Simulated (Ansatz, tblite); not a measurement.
# (Cl)3Si-O-SiH3 (Cl₃H₃OSi₂): rung by rung

Aim: run the singlet of (Cl)3Si-O-SiH3 (Cl₃H₃OSi₂) at one geometry on many levels, and compare frontier levels, spin and run time.

The runs use Ansatz 0.2.0, Gaussian basis; as each input shows.

The runs, in order: GFN1-xTB, GFN2-xTB, PBE-D4/def2-TZVP, r2SCAN-D4/def2-TZVP, PBE-QIDH/def2-TZVP, LDA/def2-TZVP, r2SCANh-D4/def2-TZVP, PBE-D4/def2-SVP, PBE0-D4/def2-SVP, HF/6-31G, B3LYP-D4/6-31G, CCSD(T)/def2-TZVP, RPA/def2-TZVP.

2 further runs of the same task are left out: 2 set aside as unsound or not needed.

### Step 1. The structure

The singlet was relaxed beforehand with PBE-D4/def2-SVP.

9 atoms, charge 0, spin multiplicity 1.

Bond lengths: Si1–Cl2 2.057 Å, Si1–Cl3 2.049 Å, Si1–Cl4 2.059 Å, Si1–O5 1.639 Å, O5–Si6 1.692 Å, Si6–H7 1.497 Å, Si6–H8 1.501 Å, Si6–H9 1.502 Å. Angles: Cl2–Si1–Cl3 109.6°, Cl2–Si1–Cl4 108.8°, Cl2–Si1–O5 110.2°, Cl3–Si1–Cl4 109.6°, Cl3–Si1–O5 108.5°, Cl4–Si1–O5 110.2°, Si1–O5–Si6 142.6°, O5–Si6–H7 106.8°, O5–Si6–H8 109.4°, O5–Si6–H9 109.6°, H7–Si6–H8 110.5°, H7–Si6–H9 110.5°, H8–Si6–H9 110.0°.

PBE0-D4/def2-TZVP was run before; its log isn't repeated, and its numbers join the tables.

### Step 2. GFN1-xTB

Tight binding, by tblite at 300 K electronic temperature and without a spin-polarisation term:

```python
tblite.interface.Calculator('GFN1-xTB', numbers, positions, charge=0, uhf=0).singlepoint()
```

Energy -629.7345 eV, HOMO -12.42 eV, LUMO -5.34 eV; 0.009 s.

### Step 3. GFN2-xTB

Tight binding, by tblite at 300 K electronic temperature and without a spin-polarisation term:

```python
tblite.interface.Calculator('GFN2-xTB', numbers, positions, charge=0, uhf=0).singlepoint()
```

Energy -624.0489 eV, HOMO -12.06 eV, LUMO -6.03 eV; 0.01 s.

### Step 4. PBE-D4/def2-TZVP

start.molden holds the orbitals of an earlier run on this state, given as this run's starting guess.

in.yaml

```yaml
crystal:
  periodic: [false, false, false]
  atoms:
    - {symbol: Si, position_ang: [-0.859425, -1.086040, 0.601274]}
    - {symbol: Cl, position_ang: [-0.839733, -0.583693, 2.596077]}
    - {symbol: Cl, position_ang: [-0.715407, -3.120586, 0.404695]}
    - {symbol: Cl, position_ang: [-2.627601, -0.434532, -0.229508]}
    - {symbol: O, position_ang: [0.413131, -0.397090, -0.167261]}
    - {symbol: Si, position_ang: [1.021173, 1.092827, -0.688925]}
    - {symbol: H, position_ang: [2.451401, 0.867671, -1.070444]}
    - {symbol: H, position_ang: [0.230551, 1.567726, -1.873326]}
    - {symbol: H, position_ang: [0.925910, 2.093697, 0.427417]}
basis:
  gaussian: {orbitals: def2-TZVP, initial_orbitals: start.molden}
hamiltonian: {xc: pbe, dispersion: d4}
scf: {omitted_lower_state_checks: [starts]}
output: {orbitals: {seedname: orbitals}}
```

The run is started by

```console
ansatz run in.yaml --threads 2 --pin off --events-out ev --progress --plain --max-ram 31744MiB --backend cpu
```

The runs that follow: r2SCAN-D4/def2-TZVP; PBE-QIDH/def2-TZVP; LDA/def2-TZVP; r2SCANh-D4/def2-TZVP; PBE-D4/def2-SVP; PBE0-D4/def2-SVP; HF/6-31G; B3LYP-D4/6-31G; CCSD(T)/def2-TZVP; RPA/def2-TZVP.

**Question.** What will the summary of the whole plan be? Wanted: gap in def2-TZVP, named functionals, smallest and largest; correlation energy, CCSD(T)/def2-TZVP; binding an atom, CCSD(T)/def2-TZVP; PBE0 total energy, smallest basis above largest.

**Answer**, as computed:

| quantity | value |
| --- | --- |
| gap in def2-TZVP, named functionals, smallest and largest | 6.13 eV (LDA), 8.72 eV (PBE0-D4) |
| correlation energy, CCSD(T)/def2-TZVP | -30.65 eV |
| binding an atom, CCSD(T)/def2-TZVP | 3.463 eV |
| PBE0 total energy, smallest basis above largest | 21.35 eV (def2-SVP, def2-TZVP) |

What this shows: Over the named functionals in def2-TZVP the gap runs from 6.13 eV (LDA) to 8.72 eV (PBE0-D4); exact exchange widens it. A small miss in a minimal or small basis is a cancelling of errors, not accuracy. The functionals in def2-TZVP miss CCSD(T)/def2-TZVP by +0.102 (PBE0-D4) to +0.594 eV (LDA) an atom. The reference is CCSD(T) in one finite basis, so it carries an error of its own, often a tenth of an eV or more, and near misses can't be ranked.
